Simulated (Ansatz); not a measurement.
# LaP2Ru2 (collapsed cell, unloaded): the cost of one run

Program: Ansatz 0.2.0. Level of theory: DFT LDA, scalar-relativistic, plane waves, PAW. These are calculated values, not measurements.

### Step 1. The starting structure

It takes space group I4/mmm (No. 139, tetragonal). Conventional cell: a = 4.006 Å, b = 4.006 Å, c = 9.829 Å, α = 90.00°, β = 90.00°, γ = 90.00°. Around La (site symmetry 4/mmm) lie 8 P at 3.11 Å and 8 Ru at 3.17 Å. Ru (site symmetry -4m2) has 4 P at 2.32 Å as nearest neighbours. Around P (site symmetry 4mm) lie 4 Ru at 2.32 Å and 1 P at 2.59 Å and 4 La at 3.11 Å.

As a file:

```cif
data_structure
_symmetry_space_group_name_H-M 'P 1'
_symmetry_Int_Tables_number 1
_cell_length_a 5.6724
_cell_length_b 5.6724
_cell_length_c 5.6724
_cell_angle_alpha 138.643
_cell_angle_beta 138.643
_cell_angle_gamma 59.919
_cell_volume 78.87
loop_
_atom_site_label
_atom_site_type_symbol
_atom_site_fract_x
_atom_site_fract_y
_atom_site_fract_z
_atom_site_occupancy
La1 La 0.00000 0.00000 0.00000 1
Ru1 Ru 0.75000 0.25000 0.50000 1
Ru2 Ru 0.25000 0.75000 0.50000 1
P1 P 0.36824 0.36824 0.00000 1
P2 P 0.63176 0.63176 0.00000 1
```

### Step 2. Cell and atoms relaxed at 5 GPa

input.yaml reads:

```yaml
crystal:
  lattice:
    - [-2.003036, 2.003036, 4.914426]
    - [2.003036, -2.003036, 4.914426]
    - [2.003036, 2.003036, -4.914426]
  atoms:
    - { symbol: La, position: [0.0, 0.0, 0.0] }
    - { symbol: Ru, position: [0.75, 0.25, 0.5] }
    - { symbol: Ru, position: [0.25, 0.75, 0.5] }
    - { symbol: P, position: [0.368244, 0.368244, 0.0] }
    - { symbol: P, position: [0.631756, 0.631756, 0.0] }
scf:
  occupations: { method: gaussian, width: 0.03 }
output:
  forces: true
  stress: true
  eigenvalues: true
  write_density: true
  write_potential: true
  elf: true
  volumetric_format: npy
hamiltonian:
  xc: lda
basis:
  ecutwfc: 420
kpoints:
  mp_grid: { grid: [14, 14, 14] }
relax:
  f_tol: 0.002
  max_steps: 60
  cell: { stress_tol: 0.01, p_target: 5 }
```

Launch:

```sh
> ansatz run input.yaml --threads 4 --pin off --max-ram 10240MiB --backend cpu --events-out ev --progress --plain --runs-dir out
```

**Question.** How long does this run take on 4 threads of Intel Xeon Platinum 8259CL at 2.50GHz (Skylake/Cascade Lake), shared host, and how much memory does it need?

About 42 s, with a peak of 0.86 GiB.
